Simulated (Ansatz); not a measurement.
# BrF2GaH: the cost of one run

Method: UKS PBE0-D4/def2-SVPD; program: Ansatz 0.2.0.

## 1. Where the work starts

4 atoms, charge 0, spin multiplicity 1.

Atoms are counted from 1 here; the program's logs count them from 0.

Bond lengths: F1–Ga2 1.765 Å, Ga2–F3 1.765 Å, Ga2–Br4 2.260 Å. Angles: F1–Ga2–F3 115.3°, F1–Ga2–Br4 122.3°, F3–Ga2–Br4 122.4°.

Coordinates:

```mol
BrF2Ga
  3D, bonds by distance, orders not assigned

  4  3  0  0  0  0  0  0  0  0999 V2000
   -0.8044   -0.4639    1.5525 F   0  0
    0.0534   -0.0642    0.0629 Ga  0  0
    1.7235   -0.6282   -0.0195 F   0  0
   -0.9169    1.0960   -1.6162 Br  0  0
  1  2  8  0
  2  3  8  0
  2  4  8  0
M  END
```

## 4. Plan of the scan

The probe is moved over the molecule's main plane (x and y are the axes of that plane, centred on the molecule).

- x of the probe's H atom: 11 values from −4.45 to 4.45 Å
- y of the probe's H atom: 11 values from −4.45 to 4.45 Å

Nothing else is relaxed (molecule and probe rigid). Energies count from molecule and probe far apart, each relaxed in its own basis (no counterpoise correction). Points are written as (first, second).

The probe H moves over a plane: the molecule's main plane. The molecule is turned into the frame of its main axes, as the inputs below show.

(The set-up runs are not shown.)

## 5. The run at (3.56 Å, 0.00 Å)

File input.yaml:

```yaml
crystal:
  periodic: [false, false, false]
  atoms:
    - { symbol: F, position_ang: [1.024892, -1.474222, 3.0e-06] }
    - { symbol: Ga, position_ang: [0.096146, -1.0e-06, -8.0e-06] }
    - { symbol: F, position_ang: [1.024874, 1.474231, 3.0e-06] }
    - { symbol: Br, position_ang: [-2.145911, -8.0e-06, 2.0e-06] }
    - { symbol: H, position_ang: [3.56, 0.0, 0.0] }
magnetization:
  spin_polarized: true
  initial_magnetization: 1
basis:
  gaussian: { orbitals: def2-SVPD }
hamiltonian:
  xc: pbe0
  dispersion: d4
output:
  forces: true
```

Run with:

```console
$ ansatz run input.yaml --threads 1 --pin off --max-ram 2560MiB --backend cpu --events-out ev --progress --plain --runs-dir out
```

**Question.** How long does this run take on 1 thread of Intel Xeon Platinum 8259CL at 2.50GHz (Skylake/Cascade Lake), shared host, and how much memory does it need?

About 13 s, with a peak of 0.51 GiB.
